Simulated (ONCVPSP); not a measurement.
**Pseudopotential generation for Zn: ONCV, PBE**

Task: generate the file, and judge it by its errors in other configurations, its logarithmic derivatives, its ghosts and its cutoff.

The numbers are computed with ONCVPSP 4.0.1.1 (patched build) (PBE, scalar-relativistic, spin-unpolarised reference atom).

### Step 1. The design

Typed settings, in words:

| Item | Value |
| --- | --- |
| element | zinc (Zn, Z = 30) |
| type | optimised norm-conserving Vanderbilt (ONCV) |
| frozen core | [Ne] |
| valence charge | 20 |
| reference configuration | 3s2 3p6 3d10 (charge +2) |
| partial waves | 3s: rc 1.00 bohr, ncon 3, nbas 7, qcut 10.6 1/bohr, 2 projectors, debl 1.5 Ha; 3p: rc 0.95 bohr, ncon 3, nbas 7, qcut 17.4 1/bohr, 2 projectors, debl 2.6 Ha; 3d: rc 1.00 bohr, ncon 4, nbas 8, qcut 15.8 1/bohr, 2 projectors, debl 3.4 Ha |
| local potential | polynomial inside 0.90 bohr (lpopt 3, dvloc0 0 Ha) |
| core correction | Teter function fitted to the true core (icmod 2), fcfact 0.55 |

The outer shells as boxes (Hund's rule for the drawing; the calculation is spin-unpolarised):

```
[Ne] core
3s [↑↓]
3p [↑↓][↑↓][↑↓]
3d [↑↓][↑↓][↑↓][↑↓][↑↓]
```

An earlier all-electron run gives the scale for the radii.

All-electron outer shells of the reference configuration (PBE, scalar-relativistic, ld1.x):

| shell | level (eV) | outermost node (bohr) | outermost maximum (bohr) |
| --- | --- | --- | --- |
| 3s | -150.11 | 0.28 | 0.59 |
| 3p | -104.31 | 0.25 | 0.59 |
| 3d | -30.86 | – | 0.57 |
| 4s | -23.03 | 0.84 | 1.89 |
| 4p | -15.66 | 0.91 | 2.31 |

### Step 2. Generating the potential

Zn.dat reads:

```
# ATOM AND REFERENCE CONFIGURATION
# atsym  z   nc   nv     iexc    psfile
  Zn 30.00    3    3        4      upf
#
#   n    l    f
    1    0    2.00
    2    0    2.00
    2    1    6.00
    3    0    2.00
    3    1    6.00
    3    2   10.00
#
# PSEUDOPOTENTIAL AND OPTIMIZATION
# lmax
    2
#
#   l,   rc,      ep,       ncon, nbas, qcut
    0    1.00    0.00    3    7   10.60
    1    0.95    0.00    3    7   17.40
    2    1.00    0.00    4    8   15.80
#
# LOCAL POTENTIAL
# lloc, lpopt,  rc(5),   dvloc0
    4    3    0.90    0.00
#
# VANDERBILT-KLEINMAN-BYLANDER PROJECTORs
# l, nproj, debl
    0    2    1.50
    1    2    2.60
    2    2    3.40
#
# MODEL CORE CHARGE
# icmod, fcfact, rcfact
    2    0.55    1.10
#
# LOG DERIVATIVE ANALYSIS
# epsh1, epsh2, depsh
   -7.00    5.00    0.04
#
# OUTPUT GRID
# rlmax, drl
    6.00    0.01
#
# TEST CONFIGURATIONS
# ncnf
    4
# nvcnf
#   n    l    f
    4
    3    0    2.00
    3    1    6.00
    3    2   10.00
    4    0    2.00
#
    4
    3    0    2.00
    3    1    6.00
    3    2   10.00
    4    0    1.00
#
    3
    3    0    2.00
    3    1    6.00
    3    2    9.00
#
    5
    3    0    2.00
    3    1    6.00
    3    2   10.00
    4    0    1.00
    4    1    1.00
#
```

Command:

```
$ oncvpsp.x < Zn.dat > Zn.out
```

Before running it: what results should come out? Wanted: cutoffs for 1 and 0.1 mHa per electron, occupied waves; bound ghosts; GHOST(+) flags; largest test error; largest phase difference near zero energy, channels read; rms error of d²Exc/dn², without and with the model core; projector energies reset by the program.

As calculated:

| quantity | value |
| --- | --- |
| cutoffs for 1 and 0.1 mHa per electron, occupied waves | 98 Ha and 110 Ha |
| bound ghosts | none found |
| GHOST(+) flags | none at low energy |
| largest test error (AE − PS) | +4.4 meV, for 3s2 3p6 3d10 4s2 |
| largest phase difference near zero energy, channels read | 0.000 rad |
| rms error of d²Exc/dn², without and with the model core | 2.76 and 2.38 mHa |
| projector energies reset by the program | s: -5.517, 0.250 Ha; p: -3.833, 0.250 Ha |

**Reading.** The worst unpolarised test, 3s2 3p6 3d10 4s2, is off by 4.4 meV on 28.3 eV; by total energies transferability rates as very good. By its cutoff, 98 Ha for the looser tolerance, it is very hard. At the looser tolerance the 3d wave is the slowest; 3p needs 75 Ha. It is free of bound ghosts as far as tested. Near zero energy the phases of the channels with partial waves agree within 0.001 rad. These are tests on the free atom; a crystal test is still owed.
